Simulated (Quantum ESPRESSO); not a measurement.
# Ge (I4_1/amd) in Quantum ESPRESSO: single point with PBEsol

Aim: the single point of Ge with PBEsol.

Program: Quantum ESPRESSO 7.5. These are calculated values, not measurements. Logs are shortened: lines on timing, memory, paths and dates and some standing lists are left out, and cuts for length are marked.

## Step 1: Starting point

The structure is tetragonal, space group I4_1/amd (No. 141). Conventional cell: a = 3.856 Å, b = 3.856 Å, c = 5.775 Å, α = 90.00°, β = 90.00°, γ = 90.00°. Ge (site symmetry -4m2) is surrounded by 4 Ge at 2.41 Å.

## Step 2: Single point, PBEsol

Input file pw.in:

```
&CONTROL
  calculation = 'scf'
  prefix = 'pwscf'
  outdir = './tmp'
  pseudo_dir = './pseudo'
  tprnfor = .true.
  tstress = .true.
  disk_io = 'nowf'
/
&SYSTEM
  ibrav = 0
  nat = 2
  ntyp = 1
  ecutwfc = 78
  nbnd = 21
  occupations = 'smearing'
  smearing = 'gaussian'
  degauss = 0.00073499
/
&ELECTRONS
  conv_thr = 4d-10
  electron_maxstep = 120
  mixing_beta = 0.5
/
ATOMIC_SPECIES
Ge    72.6300 Ge.upf
CELL_PARAMETERS angstrom
   0.0000000000    2.7264000000    2.8877120000
   2.7264000000    0.0000000000    2.8877120000
   2.7264000000    2.7264000000    0.0000000000
ATOMIC_POSITIONS crystal
Ge     0.0000000000    0.0000000000    0.0000000000
Ge     0.2500000000    0.2500000000    0.2500000000
K_POINTS automatic
10 10 10 0 0 0
```

Potentials or basis: PseudoDojo 0.4.1 SR PBEsol standard.

Run with:

```console
> OMP_NUM_THREADS=1 pw.x -in pw.in > pw.out
```

pw.out:

```text
This program is part of the open-source Quantum ESPRESSO suite
     for quantum simulation of materials; please cite
         "P. Giannozzi et al., J. Phys.:Condens. Matter 21 395502 (2009);
         "P. Giannozzi et al., J. Phys.:Condens. Matter 29 465901 (2017);
         "P. Giannozzi et al., J. Chem. Phys. 152 154105 (2020);
     in publications or presentations arising from this work. More details at

     Message from routine setup:
     using ibrav=0 with symmetry is DISCOURAGED, use correct ibrav instead

     G-vector sticks info
     --------------------
     sticks:   dense  smooth     PW     G-vecs:    dense   smooth      PW
     Sum        1185    1185    355                26919    26919    4361

     Using Slab Decomposition

     bravais-lattice index     =            0
     lattice parameter (alat)  =       7.5049  a.u.
     unit-cell volume          =     289.7074 (a.u.)^3
     number of atoms/cell      =            2
     number of atomic types    =            1
     number of electrons       =        28.00
     number of Kohn-Sham states=           21
     kinetic-energy cutoff     =      78.0000  Ry
     charge density cutoff     =     312.0000  Ry
     scf convergence threshold =      4.0E-10
     mixing beta               =       0.5000
     number of iterations used =            8  plain     mixing
     Exchange-correlation= PBESOL
                           (   1   4  10   8   0   0   0)

     celldm(1)=   7.504887  celldm(2)=   0.000000  celldm(3)=   0.000000
     celldm(4)=   0.000000  celldm(5)=   0.000000  celldm(6)=   0.000000

     crystal axes: (cart. coord. in units of alat)
               a(1) = (   0.000000   0.686506   0.727124 )
               a(2) = (   0.686506   0.000000   0.727124 )
               a(3) = (   0.686506   0.686506   0.000000 )

     reciprocal axes: (cart. coord. in units 2 pi/alat)
               b(1) = ( -0.728326  0.728326  0.687640 )
               b(2) = (  0.728326 -0.728326  0.687640 )
               b(3) = (  0.728326  0.728326 -0.687640 )

     PseudoPot. # 1 for Ge read from file:
     Ge.upf
     Pseudo is Norm-conserving + core correction, Zval = 14.0
     Generated using ONCVPSP code by D. R. Hamann
     Using radial grid of 1560 points,  6 beta functions with:
                l(1) =   0
                l(2) =   0
                l(3) =   1
                l(4) =   1
                l(5) =   2
                l(6) =   2

     atomic species   valence    mass     pseudopotential
     Ge               14.00    72.63000     Ge( 1.00)

     16 Sym. Ops., with inversion, found ( 8 have fractional translation)

   Cartesian axes

     site n.     atom                  positions (alat units)
         1        Ge     tau(   1) = (   0.0000000   0.0000000   0.0000000  )
         2        Ge     tau(   2) = (   0.3432530   0.3432530   0.3635621  )

     number of k points=   102  Gaussian smearing, width (Ry)=  0.0007

     Number of k-points >= 100: set verbosity='high' to print them.

     Dense  grid:    26919 G-vectors     FFT dimensions: (  48,  48,  48)

     Initial potential from superposition of free atoms

     starting charge      27.9985, renormalised to      28.0000
     Starting wfcs are   18 randomized atomic wfcs +    3 random wfcs

     Self-consistent Calculation

     iteration #  1     ecut=    78.00 Ry     beta= 0.50
     Davidson diagonalization with overlap
     ethr =  1.00E-02,  avg # of iterations =  5.3

     Threshold (ethr) on eigenvalues was too large:
     Diagonalizing with lowered threshold

     Davidson diagonalization with overlap
     ethr =  1.24E-04,  avg # of iterations =  3.8

     total energy              =    -356.80273935 Ry
     estimated scf accuracy    <       0.03589918 Ry

     iteration #  2     ecut=    78.00 Ry     beta= 0.50
     Davidson diagonalization with overlap
     ethr =  1.28E-04,  avg # of iterations =  1.0

     total energy              =    -356.80183650 Ry
     estimated scf accuracy    <       0.00631008 Ry

     iteration #  3     ecut=    78.00 Ry     beta= 0.50
     Davidson diagonalization with overlap
     ethr =  2.25E-05,  avg # of iterations =  2.4

     total energy              =    -356.80222944 Ry
     estimated scf accuracy    <       0.00008853 Ry

     iteration #  4     ecut=    78.00 Ry     beta= 0.50
     Davidson diagonalization with overlap
     ethr =  3.16E-07,  avg # of iterations =  4.4

     total energy              =    -356.80224153 Ry
     estimated scf accuracy    <       0.00000569 Ry

     iteration #  5     ecut=    78.00 Ry     beta= 0.50
     Davidson diagonalization with overlap
     ethr =  2.03E-08,  avg # of iterations =  1.4

     total energy              =    -356.80224162 Ry
     estimated scf accuracy    <       0.00000045 Ry

     iteration #  6     ecut=    78.00 Ry     beta= 0.50
     Davidson diagonalization with overlap
     ethr =  1.62E-09,  avg # of iterations =  2.0

     total energy              =    -356.80224181 Ry
     estimated scf accuracy    <       0.00000009 Ry

     iteration #  7     ecut=    78.00 Ry     beta= 0.50
     Davidson diagonalization with overlap
     ethr =  3.31E-10,  avg # of iterations =  2.0

     total energy              =    -356.80224183 Ry
     estimated scf accuracy    <          2.8E-09 Ry

     iteration #  8     ecut=    78.00 Ry     beta= 0.50
     Davidson diagonalization with overlap
     ethr =  1.00E-11,  avg # of iterations =  2.0

     End of self-consistent calculation

     Number of k-points >= 100: set verbosity='high' to print the bands.

     the Fermi energy is    10.3842 ev

!    total energy              =    -356.80224183 Ry
     estimated scf accuracy    <          2.4E-10 Ry
     smearing contrib. (-TS)   =      -0.00000000 Ry
     internal energy E=F+TS    =    -356.80224183 Ry

     The total energy is F=E-TS. E is the sum of the following terms:
     one-electron contribution =    -177.59430698 Ry
     hartree contribution      =     108.37330516 Ry
     xc contribution           =     -86.44265913 Ry
     ewald contribution        =    -201.13858088 Ry

     convergence has been achieved in   8 iterations

     Forces acting on atoms (cartesian axes, Ry/au):

     atom    1 type  1   force =     0.00000000    0.00000000    0.00000000
     atom    2 type  1   force =     0.00000000    0.00000000    0.00000000

     Total force =     0.000000     Total SCF correction =     0.000000

     Computing stress (Cartesian axis) and pressure

          total   stress  (Ry/bohr**3)                   (kbar)     P=       48.00
   0.00043541  -0.00000000   0.00000000           64.05       -0.00        0.00
  -0.00000000   0.00043541   0.00000000           -0.00       64.05        0.00
  -0.00000000   0.00000000   0.00010802           -0.00        0.00       15.89

=------------------------------------------------------------------------------=
   JOB DONE.
=------------------------------------------------------------------------------=
```

It took 2.3 min on 1 thread of Intel Xeon Platinum 8259CL at 2.50GHz (Skylake/Cascade Lake), shared host; peak memory 0.17 GiB.

What came out:

* Free energy: -4854.5418 eV
* Pressure: 4.8 GPa
* Band gap on the k mesh: 0.05 eV, indirect (least direct gap 0.28 eV)

Stress tensor (GPa, compression positive):
```
6.41 0.00 0.00
0.00 6.41 0.00
0.00 0.00 1.59
```

Levels at points of the mesh, in eV from the valence-band top:
```
             k point  band 10  band 11  band 12  band 13  band 14  band 15  band 16  band 17  band 18  band 19
  (0.00, 0.00, 0.00)   -24.80   -13.37    -0.49     0.00     0.00     0.28     2.32     2.32     2.59     6.22
 (0.00, 0.00, -0.50)   -24.77   -11.14    -8.05    -1.93    -1.36     0.05     3.46     3.77     6.88    10.45
(0.00, -0.50, -0.50)   -24.77    -9.17    -9.17    -3.57    -3.57     0.27     0.27     9.55     9.55    11.61
(-0.50, -0.50, 0.00)   -24.75    -9.48    -9.48    -3.14    -3.14     0.76     0.76     9.73     9.73    11.70
```

A k mesh can miss the band edges.
